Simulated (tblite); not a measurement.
# C6H14SSi: the cost of one run

The runs use tblite 0.8.0 and PySCF 2.14.0, with density-fitted response routines of our own; the level of theory stands in each step. All values are computed, except where a source is named. Atoms count from 0, in the outputs and in this text.

## 1. Starting geometry

22 atoms, charge 0, multiplicity 1; geometry from: force field or distance geometry start.

Bonds of the start (Å): Si0–C1 1.86, C1–C2 1.55, C2–C3 1.53, C3–C4 1.52, C4–C5 1.52, C5–C6 1.52, C6–S7 1.81, S7–C2 1.84, Si0–H8 1.49, Si0–H9 1.48, Si0–H10 1.49, C1–H11 1.10, C1–H12 1.11, C2–H13 1.10, C3–H14 1.10, C3–H15 1.08, C4–H16 1.10, C4–H17 1.10, C5–H18 1.10, C5–H19 1.10, C6–H20 1.10, C6–H21 1.09.

## 2. Geometry optimisation with GFN2-xTB

Job settings and geometry (Å):

```
{"job": {"kind": "relax", "xc": "GFN2-xTB", "basis": "xTB"}, "charge": 0, "multiplicity": 1}
Si    -3.230500    -0.138400    -0.777300
C     -1.942900     0.055700     0.550200
C     -0.497900     0.353800     0.084700
C      0.186200    -0.855700    -0.552400
C      1.595000    -0.564100    -1.046600
C      2.537600    -0.092400     0.042500
C      2.065300     1.179900     0.731600
S      0.460300     0.939600     1.539000
H     -4.571600    -0.348300    -0.166100
H     -2.923600    -1.300100    -1.637300
H     -3.276400     1.083200    -1.622800
H     -2.300600     0.864800     1.201400
H     -1.948500    -0.854800     1.187100
H     -0.521900     1.182700    -0.642900
H      0.223600    -1.682700     0.178200
H     -0.400800    -1.226500    -1.383600
H      2.009800    -1.464700    -1.511300
H      1.543300     0.191000    -1.844600
H      2.682100    -0.889800     0.787900
H      3.533500     0.098800    -0.390600
H      2.782100     1.481100     1.507700
H      1.985400     2.006400     0.023000
```

Run with:

```bash
$ OMP_NUM_THREADS=1 python probes_run.py task.json out
```

One launch serves the whole session: the jobs run in the order shown.

Q: Estimate the wall time and peak memory of this first job on 1 thread of Arm Neoverse N1, shared host.

About 1.6 s, with a peak of 0.18 GiB.
